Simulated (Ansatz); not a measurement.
Crystal: CsLiCr2Te2S3.

```
Cs Li Cr Te S
1.0
     6.10792   -0.01886    0.00581
    -2.28822    5.93151    0.00333
    -1.38462   -2.19395    7.56260
Cs Li Cr Te S
1 1 2 2 3
Direct
  0.06348 0.10178 0.99394
  0.57026 0.58143 0.57403
  0.07801 0.50138 0.57990
  0.43162 0.02972 0.53722
  0.54458 0.76732 0.28198
  0.01143 0.65932 0.29902
  0.77800 0.37133 0.70773
  0.39402 0.82508 0.74875
  0.19605 0.23009 0.48646
```

The cell was built by a generator and needn't be a form met in nature.

```yaml
Program: Ansatz 0.2.0
Task: relaxation of cell and atoms
Functional: RPBE
Potentials_or_basis: Ansatz PAW
Cutoff: "420 eV (not typed: the program's choice for these potentials)"
k_mesh: 4 × 4 × 3
Occupations: fermi-dirac, width 0.05 eV
Spin: collinear spin, ferromagnetic start
Starting_moments: "[0.0, 0.0, 3.0, 3.0, 0.0, 0.0, 0.0, 0.0, 0.0] μB"
```

At the start: volume 30.42 Å³/atom.

Where does the relaxation end?

It ends after 9 steps and the volume is 33.57 Å³/atom (+10.4 %); space group P1 (No. 1, to 0.05 Å); moment 5.50 μB per cell.

Step by step:
| step | energy change (eV) | largest force (eV/Å) | volume (Å³) |
| --- | --- | --- | --- |
| 1 | 0.0000 | 0.1561 | 273.78 |
| 2 | -0.0699 | 0.1293 | 285.97 |
| 3 | -0.0942 | 0.0585 | 296.63 |
| 4 | -0.0986 | 0.0233 | 301.14 |
| 5 | -0.0997 | 0.0241 | 301.35 |
| 6 | -0.1000 | 0.0090 | 302.02 |
| 7 | -0.1001 | 0.0059 | 302.20 |
| 8 | -0.1002 | 0.0036 | 302.15 |
| 9 | -0.1049 | 0.0038 | 302.15 |

Final structure:
```xyz
9
Lattice="6.2503 0.0279 0.0346 -2.2958 6.0310 -0.0108 -1.3986 -2.2526 7.9934" Properties=species:S:1:pos:R:3 pbc="T T T"
Cs   -1.2867   -1.6035    7.9794
Li    1.4117    2.2191    4.5926
Cr   -1.4579    1.7192    4.6185
Cr    1.8854   -1.0150    4.2892
Te    1.2587    3.9385    2.3720
Te   -1.8275    3.3341    2.5031
S     3.0425    0.6625    5.5477
S    -0.5151    3.3111    5.8881
S     0.0380    0.3167    3.9096
```

Caveat: the plane-wave basis is chosen anew once the cell has moved, so the energies of steps on either side of that aren't comparable; only a ferromagnetic start was run, and an antiferromagnetic order may lie lower in energy; the PAW data sets come from PBE, with cores solved anew for the run's functional, which leaves a small shift of forces and pressure.
